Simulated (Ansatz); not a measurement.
**TiH2 (singlet): the correlation ladder at distance Ti1–H2 = 2.237 Å, def2-TZVP**

Aim: climb from Hartree-Fock through coupled cluster and multireference methods for TiH2 (singlet) at one geometry and basis, and see what each rung misses.

The runs use Ansatz 0.2.0, Gaussian basis; def2-TZVP, core rule «outside noble gas», up to 9 orbitals frozen.

The runs, in order: UHF; CCSD(T) on RHF; CCSD(T) on UHF; CISD; CCSDT(Q) on RHF; CCSDT(Q) on UHF; CCSDTQ on RHF; CASSCF and MRCISD+Q, 2 electrons in 2 orbitals; CASSCF and NEVPT2, 2 electrons in 2 orbitals; CASSCF and MRCISD+Q, 6 electrons in 8 orbitals; CASSCF and NEVPT2, 6 electrons in 8 orbitals; Full CI.

6 further runs of the same task are left out: 6 for a known fault of the program.

### 1 What is computed

The geometry derives from a PBE0/def2-TZVP stationary point (not a proven minimum). One bond is set to the value named and the two fragments are kept rigid.

3 atoms, charge 0, spin multiplicity 1.

Atoms are counted from 1 here; the program's logs count them from 0.

Bond lengths: Ti1–H2 2.237 Å, Ti1–H3 1.847 Å. Angles: H2–Ti1–H3 180.0°.

### 2 UHF

File in.yaml:

```yaml
crystal:
  periodic: [false, false, false]
  atoms:
    - {symbol: Ti, position_ang: [0.000000, 0.000000, 0.129867]}
    - {symbol: H, position_ang: [0.000000, 0.000000, -2.107133]}
    - {symbol: H, position_ang: [0.000000, 0.000000, 1.977267]}
basis:
  gaussian: {orbitals: def2-TZVP}
magnetization: {spin_polarized: true, initial_magnetization: 0}
hamiltonian: {xc: hf}
output: {orbitals: {seedname: orbitals}}
```

Launch:

```console
> ansatz run in.yaml --threads 1 --pin off --events-out ev --progress --plain --max-ram 2816MiB --backend cpu
```

Further steps of the session: CCSD(T) on RHF; CCSD(T) on UHF; CISD; CCSDT(Q) on RHF; CCSDT(Q) on UHF; CCSDTQ on RHF; CASSCF and MRCISD+Q, 2 electrons in 2 orbitals; CASSCF and NEVPT2, 2 electrons in 2 orbitals; CASSCF and MRCISD+Q, 6 electrons in 8 orbitals; CASSCF and NEVPT2, 6 electrons in 8 orbitals; Full CI.

**Question.** What will the summary of the whole plan be? Wanted: FCI below the RHF energy; RMP2 from FCI; RCCSD from FCI; RCCSD(T) from FCI; RCCSDT(Q) from FCI; T1 diagnostic; effectively unpaired electrons.

The runs gave:

| quantity | value |
| --- | --- |
| FCI below the RHF energy | -3.0160 eV |
| RMP2 from FCI | +26.26 kcal/mol |
| RCCSD from FCI | +5.31 kcal/mol |
| RCCSD(T) from FCI | +2.73 kcal/mol |
| RCCSDT(Q) from FCI | +0.21 kcal/mol |
| levels within 1 kcal/mol (43 meV) | RCCSDT, RCCSDT(Q), RCCSDTQ |
| T1 diagnostic | 0.019 |
| effectively unpaired electrons | 1.90 |

What this shows: RCCSD(T) lands +2.73 kcal/mol from the yardstick (3.9 % of the correlation energy). With 1.9 effectively unpaired electrons against 0 the state is strongly multireference. Coupled cluster on one determinant still stays close here. Coupled cluster took another determinant than the lowest Hartree-Fock one. These misses are within one basis, not against nature.
